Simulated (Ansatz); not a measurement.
# Fe3Co2: the cost of one run

Program: Ansatz 0.2.0. Level of theory: DFT PBE, scalar-relativistic, plane waves, PAW. These are calculated values, not measurements.

### Step 1. The structure to begin with

Symmetry: P-6m2, No. 187, hexagonal system. The conventional cell has a = 2.501 Å, b = 2.501 Å, c = 20.268 Å, α = 90.00°, β = 90.00°, γ = 120.00°. Fe (site symmetry -6m2) has 6 Co at 2.49 Å and 6 Fe at 2.50 Å as nearest neighbours. Around Fe (site symmetry 3m) lie 6 Co at 2.49 Å and 6 Fe at 2.50 Å. Fe (site symmetry 3m) is surrounded by 9 Fe at 2.49 to 2.50 Å and 3 Co at 2.49 Å. Fe (site symmetry -6m2) is surrounded by 12 Fe at 2.49 to 2.50 Å. Co (site symmetry 3m) has 6 Fe at 2.49 Å and 6 Co at 2.50 Å as nearest neighbours.

Coordinates:

```cif
data_structure
_symmetry_space_group_name_H-M 'P 1'
_symmetry_Int_Tables_number 1
_cell_length_a 2.5015
_cell_length_b 2.5015
_cell_length_c 20.2679
_cell_angle_alpha 90.000
_cell_angle_beta 90.000
_cell_angle_gamma 120.000
_cell_volume 109.83
loop_
_atom_site_label
_atom_site_type_symbol
_atom_site_fract_x
_atom_site_fract_y
_atom_site_fract_z
_atom_site_occupancy
Fe1 Fe 0.33333 0.66667 0.00000 1
Fe2 Fe 0.33333 0.66667 0.20000 1
Fe3 Fe 0.33333 0.66667 0.40000 1
Fe4 Fe 0.33333 0.66667 0.60000 1
Fe5 Fe 0.33333 0.66667 0.80000 1
Fe6 Fe 0.66667 0.33333 0.50000 1
Co1 Co 0.66667 0.33333 0.10000 1
Co2 Co 0.66667 0.33333 0.30000 1
Co3 Co 0.66667 0.33333 0.70000 1
Co4 Co 0.66667 0.33333 0.90000 1
```

The start is an ordering of an alloy on its end members' structure types: elements ordered on the sites of the Gd type, Co/Fe on Gd (P-6m2, No. 187).

### Step 2. Probe: one point on a coarse mesh

input.yaml

```yaml
crystal:
  lattice:
    - [2.50145782, 0.0, 0.0]
    - [-1.25072891, 2.16632602, 0.0]
    - [0.0, 0.0, 20.26793682]
  atoms:
    - { symbol: Fe, position: [0.33333333, 0.66666667, 0.0], spin: 4.0 }
    - { symbol: Fe, position: [0.33333333, 0.66666667, 0.2], spin: 4.0 }
    - { symbol: Fe, position: [0.33333333, 0.66666667, 0.4], spin: 4.0 }
    - { symbol: Fe, position: [0.33333333, 0.66666667, 0.6], spin: 4.0 }
    - { symbol: Fe, position: [0.33333333, 0.66666667, 0.8], spin: 4.0 }
    - { symbol: Fe, position: [0.66666667, 0.33333333, 0.5], spin: 4.0 }
    - { symbol: Co, position: [0.66666667, 0.33333333, 0.1], spin: 3.0 }
    - { symbol: Co, position: [0.66666667, 0.33333333, 0.3], spin: 3.0 }
    - { symbol: Co, position: [0.66666667, 0.33333333, 0.7], spin: 3.0 }
    - { symbol: Co, position: [0.66666667, 0.33333333, 0.9], spin: 3.0 }
basis:
  ecutwfc: 420
kpoints:
  mp_grid: { grid: [6, 6, 1] }
hamiltonian:
  xc: pbe
scf:
  occupations: { method: gaussian, width: 0.1 }
  lower_state_search: "off"
output:
  forces: true
  stress: true
  eigenvalues: true
  populations: true
magnetization:
  spin_polarized: true
```

Run with:

```console
$ ansatz run input.yaml --threads 4 --pin off --max-ram 8192MiB --backend cpu --events-out ev --progress --plain --runs-dir out
```

What time and memory should one allow on 4 threads of Intel Xeon at 2.70GHz, shared host?

About 15 s, with a peak of 0.68 GiB.
